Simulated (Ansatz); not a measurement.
**Tin, omega (AlB2-type) under PBEsol: from relaxation to bulk modulus**

The plan for tin in the omega (AlB2-type) structure: relax it, solve it on a dense k-mesh, then scale the cell to 7 volumes from 88 to 112 % of the relaxed one and try a fit of the equation of state. Spin polarisation is left out. The k-meshes are 7×7×10 for the relaxation; 9×9×13 for the dense run; 8×8×11 for the volumes.

Method: DFT PBEsol, plane waves (420 eV) with PAW, scalar-relativistic; PBE-made PAW files, in Ansatz 0.2.0.

### Step 1. The starting structure

The structure is hexagonal, space group P6/mmm (No. 191). The conventional cell has a = 5.411 Å, b = 5.411 Å, c = 3.317 Å, α = 90.00°, β = 90.00°, γ = 120.00°. Sn (site symmetry 6/mmm) has 14 Sn at 3.32 to 3.54 Å as nearest neighbours. Sn (site symmetry -6m2) is surrounded by 11 Sn at 3.12 to 3.54 Å.

As a file:

```
Sn
1.0
     5.41098    0.00000    0.00000
    -2.70549    4.68605    0.00000
     0.00000    0.00000    3.31693
Sn
3
Direct
  0.00000 0.00000 0.00000
  0.33333 0.66667 0.50000
  0.66667 0.33333 0.50000
```

### Step 2. Geometry optimisation

File input.yaml:

```yaml
crystal:
  lattice:
    - [5.410984979, 0.0, 0.0]
    - [-2.7054924895, 4.6860504513, 0.0]
    - [0.0, 0.0, 3.3169337921]
  atoms:
    - { symbol: Sn, position: [0.0, 0.0, 0.0] }
    - { symbol: Sn, position: [0.3333333333, 0.6666666667, 0.5] }
    - { symbol: Sn, position: [0.6666666667, 0.3333333333, 0.5] }
hamiltonian:
  xc: pbesol
  pseudopotentials:
    kind: paw
    azcp:
      Sn: "pseudopotentials/Sn.paw.azcp"
basis:
  ecutwfc: 420
  fft_grid_basis: typed
kpoints:
  mp_grid: { grid: [7, 7, 10], shift: [0, 0, 0] }
magnetization:
  spin_polarized: false
scf:
  occupations: { method: fermi_dirac, width: 0.1 }
relax:
  max_steps: 60
  f_tol: 0.01
  cell: {}
```

The runs that follow: Single point on a dense mesh; The cell scaled to 88 % of its volume; The cell scaled to 92 % of its volume; The cell scaled to 96 % of its volume; The cell scaled to 100 % of its volume; The cell scaled to 104 % of its volume; The cell scaled to 108 % of its volume; The cell scaled to 112 % of its volume.

**Question.** What will these runs give? Wanted: space group; conventional cell; volume; shortest distance; gap on the mesh; relative to beta-Sn; V₀, B₀, B₀′.

As calculated:

| quantity | value |
| --- | --- |
| space group (spins left aside) | P6/mmm (No. 191) |
| conventional cell | a = 5.310 Å, c = 3.235 Å (c/a = 0.609) |
| volume | 26.333 Å³/atom |
| shortest distance | 3.066 Å |
| gap on the mesh | none (levels filled in part) |
| relative to beta-Sn (white tin) | +26 meV/atom |
| V₀, B₀, B₀′ | 26.555 Å³/atom, 53 GPa, 4.6 |

**Reading.** The relaxation shrank the cell by 6.1 % in volume. Against the reference form of tin (beta-Sn (white tin), computed apart with the same settings) it stands 26 meV/atom higher. Levels at the Fermi energy are filled in part, as in a metal. B₀ comes out at 53 GPa; letting shape and positions relax at each volume could only lower it. The symmetry was held, so the structure may be unstable against distortions that break it.
